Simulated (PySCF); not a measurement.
# C2H9BN2: the cost of one run

Computed with PySCF 2.14.0, with density-fitted response routines of our own, on a single molecule in the gas phase. Atoms count from 0, in the outputs and in this text.

## Step 1: The starting structure

14 atoms, charge 0, multiplicity 1; geometry from: GFN2-xTB. The atoms were then displaced at random by about 0.01 Å, so the start is not that level's minimum.

Bonds of the start (Å): C0–N1 1.45, N1–B2 1.42, B2–C3 1.58, B2–N4 1.40, C0–H5 1.08, C0–H6 1.11, C0–H7 1.09, N1–H8 1.01, C3–H9 1.06, C3–H10 1.08, C3–H11 1.11, N4–H12 0.98, N4–H13 1.02.

## Step 2: Optimising the geometry at PBE0-D3(BJ)/def2-SVP

Job settings and geometry (Å):

```
{"job": {"xc": "PBE0", "basis": "def2-SVP", "d3": "d3bj", "grid": 1, "shake": 0.01, "kind": "geom"}, "charge": 0, "multiplicity": 1}
C      1.936000     0.266410     0.162220
N      0.792160    -0.619650     0.220140
B     -0.583320    -0.341570    -0.002460
C     -1.039240     1.127490    -0.367630
N     -1.491590    -1.399630     0.111790
H      2.439120     0.345990     1.115280
H      1.566850     1.285540    -0.088320
H      2.650390    -0.011820    -0.614140
H      1.077100    -1.550910     0.472720
H     -0.627760     1.479660    -1.279680
H     -0.828010     1.843010     0.419580
H     -2.145410     1.159520    -0.487660
H     -1.262020    -2.327340     0.341550
H     -2.491440    -1.271760    -0.011160
```

On the command line:

```sh
OMP_NUM_THREADS=1 python probes_run.py task.json out
```

One launch serves the whole session: the jobs run in the order shown.

Q: Estimate the wall time and peak memory of this first job on 1 thread of Arm Neoverse V2, shared host.

About 44 s, with a peak of 0.48 GiB.
